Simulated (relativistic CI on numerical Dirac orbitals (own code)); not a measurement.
**Ru⁷⁺ (4d) in crystal fields: levels and magnetism**

Aim: the levels, ground state and powder susceptibility of Ru⁷⁺ in 6 parametric crystal fields.

Program: relativistic CI on numerical Dirac orbitals (own code) version 1. Level of theory: Dirac-Coulomb-Breit CI, KLI orbitals optimised for each configuration, model QED (radiative potential, 1s self-energy scaled to tabulated hydrogen-like ionisation energies), valence Slater integrals scaled by 0.8, one configuration in a parametric crystal field. These are calculated values, not measurements, unless marked.

**1. What is computed**

```
ion            : Ru⁷⁺ (Ru VIII)
nuclear charge : 44
electrons      : 37
open shell     : 4d
Slater scale   : 0.8
field 1 (cm⁻¹) : Oh, 10Dq = 49400
field 2 (cm⁻¹) : Oh, 10Dq = 56200
field 3 (cm⁻¹) : Oh, 10Dq = 63050
field 4 (cm⁻¹) : Oh, 10Dq = 69850
field 5 (cm⁻¹) : Oh, 10Dq = 76650
field 6 (cm⁻¹) : Oh, 10Dq = 83500
```

Outer shells as boxes (Hund's rule):

[Kr] 4d1
```
[Kr] core
4d [↑ ][  ][  ][  ][  ]
```

**2. Field 1: Oh, 10Dq = 49400**

Settings, as recorded:

```ini
atom Ru  Z=44  charge=7  electrons=37
nucleus A=102  rms_radius_fm=4.4809
hamiltonian dirac-coulomb  breit=on  qed=on  c_scale=1
orbitals kli  potential=per-configuration
slater_scale 0.8
correlation none
mixing on
configurations
  [Kr] 4d
end
crystal_field Oh 10Dq=49400
```

Results of the run (chosen fields of its result record, rounded):

```text
status: converged
cf_levels [E_cm, degeneracy, irrep, S_eff, L_eff, J_eff, g_principal]:
  - [0, 4, "G8", 0.5, 2, 1.908, "-"]
  - [2621.3, 2, "G7", 0.5, 2, 2.5, [2.001, 2.001, 2.001]]
  - [50415.7, 4, "G8", 0.5, 2, 2.183, "-"]
chiT [K, cm3 K/mol]: [[2, 0.00366917], [5, 0.00426559], [10, 0.00525963], [20, 0.0072477], [50, 0.0132119], [100, 0.0231523], [200, 0.043033], [300, 0.0629141]]
stabilisation [cm-1]: -18154.5
radial 4d [Ha, bohr]: {"<r^-3>(4d)": 9.4917, "<r^1>(4d)": 1.2249, "<r^2>(4d)": 1.7194, "<r^4>(4d)": 4.5979, "zeta(4d)": 0.0076785}
n_levels_all: 3
```

It took 0.061 s on 1 thread, shared host.

**3. Field 2: Oh, 10Dq = 56200**

Changes to the settings of step 2:

```diff
@@ -10,2 +10,2 @@
 end
-crystal_field Oh 10Dq=49400
+crystal_field Oh 10Dq=56200
```

Result record:

```text
status: converged
cf_levels [E_cm, degeneracy, irrep, S_eff, L_eff, J_eff, g_principal]:
  - [0, 4, "G8", 0.5, 2, 1.913, "-"]
  - [2611.2, 2, "G7", 0.5, 2, 2.5, [2.001, 2.001, 2.001]]
  - [57195.5, 4, "G8", 0.5, 2, 2.179, "-"]
chiT [K, cm3 K/mol]: [[2, 0.002947], [5, 0.00354606], [10, 0.00454448], [20, 0.00654133], [50, 0.0125319], [100, 0.0225161], [200, 0.0424846], [300, 0.0624535]]
stabilisation [cm-1]: -20864.3
n_levels_all: 3
```

It took 0.061 s on 1 thread, shared host.

**4. Field 3: Oh, 10Dq = 63050**

Changes to the settings of step 3:

```diff
@@ -10,2 +10,2 @@
 end
-crystal_field Oh 10Dq=56200
+crystal_field Oh 10Dq=63050
```

Result record:

```text
status: converged
cf_levels [E_cm, degeneracy, irrep, S_eff, L_eff, J_eff, g_principal]:
  - [0, 4, "G8", 0.5, 2, 1.917, "-"]
  - [2603.1, 2, "G7", 0.5, 2, 2.5, [2.001, 2.001, 2.001]]
  - [64029.4, 4, "G8", 0.5, 2, 2.175, "-"]
chiT [K, cm3 K/mol]: [[2, 0.00243687], [5, 0.00303799], [10, 0.00403986], [20, 0.0060436], [50, 0.0120548], [100, 0.0220735], [200, 0.0421109], [300, 0.0621487]]
stabilisation [cm-1]: -23596.3
n_levels_all: 3
```

Run time: 0.061 s. Hardware: 1 thread, shared host.

**5. Field 4: Oh, 10Dq = 69850**

Changes to the settings of step 4:

```diff
@@ -10,2 +10,2 @@
 end
-crystal_field Oh 10Dq=63050
+crystal_field Oh 10Dq=69850
```

Result record:

```text
status: converged
cf_levels [E_cm, degeneracy, irrep, S_eff, L_eff, J_eff, g_principal]:
  - [0, 4, "G8", 0.5, 2, 1.92, "-"]
  - [2596.7, 2, "G7", 0.5, 2, 2.5, [2.001, 2.001, 2.001]]
  - [70816.6, 4, "G8", 0.5, 2, 2.173, "-"]
chiT [K, cm3 K/mol]: [[2, 0.0020683], [5, 0.00267107], [10, 0.00367568], [20, 0.0056849], [50, 0.0117126], [100, 0.0217587], [200, 0.0418509], [300, 0.0619435]]
stabilisation [cm-1]: -26309.9
n_levels_all: 3
```

Run time: 0.061 s. Hardware: 1 thread, shared host.

**6. Field 5: Oh, 10Dq = 76650**

Changes to the settings of step 5:

```diff
@@ -10,2 +10,2 @@
 end
-crystal_field Oh 10Dq=69850
+crystal_field Oh 10Dq=76650
```

Result record:

```text
status: converged
cf_levels [E_cm, degeneracy, irrep, S_eff, L_eff, J_eff, g_principal]:
  - [0, 4, "G8", 0.5, 2, 1.923, "-"]
  - [2591.4, 2, "G7", 0.5, 2, 2.5, [2.001, 2.001, 2.001]]
  - [77605.9, 4, "G8", 0.5, 2, 2.17, "-"]
chiT [K, cm3 K/mol]: [[2, 0.00179151], [5, 0.00239563], [10, 0.00340249], [20, 0.0054162], [50, 0.0114574], [100, 0.0215259], [200, 0.0416631], [300, 0.0618007]]
stabilisation [cm-1]: -29024.6
n_levels_all: 3
```

Wall time 0.061 s (1 thread, shared host).

**7. Field 6: Oh, 10Dq = 83500**

Changes to the settings of step 6:

```diff
@@ -10,2 +10,2 @@
 end
-crystal_field Oh 10Dq=76650
+crystal_field Oh 10Dq=83500
```

Result record:

```text
status: converged
cf_levels [E_cm, degeneracy, irrep, S_eff, L_eff, J_eff, g_principal]:
  - [0, 4, "G8", 0.5, 2, 1.925, "-"]
  - [2586.9, 2, "G7", 0.5, 2, 2.5, [2.001, 2.001, 2.001]]
  - [84447, 4, "G8", 0.5, 2, 2.168, "-"]
chiT [K, cm3 K/mol]: [[2, 0.00157705], [5, 0.0021823], [10, 0.00319105], [20, 0.00520854], [50, 0.011261], [100, 0.0213485], [200, 0.0415235], [300, 0.0616988]]
stabilisation [cm-1]: -31760.1
n_levels_all: 3
```

Run time: 0.061 s. Hardware: 1 thread, shared host.

**8. The fields side by side**

| field | ground state | degeneracy | S | J | first gap (cm⁻¹) | stabilisation (cm⁻¹) | χT at 2 K | χT at 300 K |
| --- | --- | --- | --- | --- | --- | --- | --- | --- |
| 1: Oh | G8 | 4 | 0.50 | 1.91 | 2621 | -18154 | 0.004 | 0.063 |
| 2: Oh | G8 | 4 | 0.50 | 1.91 | 2611 | -20864 | 0.003 | 0.062 |
| 3: Oh | G8 | 4 | 0.50 | 1.92 | 2603 | -23596 | 0.002 | 0.062 |
| 4: Oh | G8 | 4 | 0.50 | 1.92 | 2597 | -26310 | 0.002 | 0.062 |
| 5: Oh | G8 | 4 | 0.50 | 1.92 | 2591 | -29025 | 0.002 | 0.062 |
| 6: Oh | G8 | 4 | 0.50 | 1.92 | 2587 | -31760 | 0.002 | 0.062 |

χT is in cm³ K/mol; stabilisation counts from the free ion's lowest level; S and J come from the expectation values of their squares.

**9. Results**

| quantity | value |
| --- | --- |
| ground spin (effective S from ⟨S²⟩) | 1: 0.50, 2: 0.50, 3: 0.50, 4: 0.50, 5: 0.50, 6: 0.50 |
| χT at 300 K | 0.06 to 0.06 cm³ K/mol |

What this shows: All fields leave the ground state at S = 1/2. The field is a set of parameters, without covalency or charge transfer.
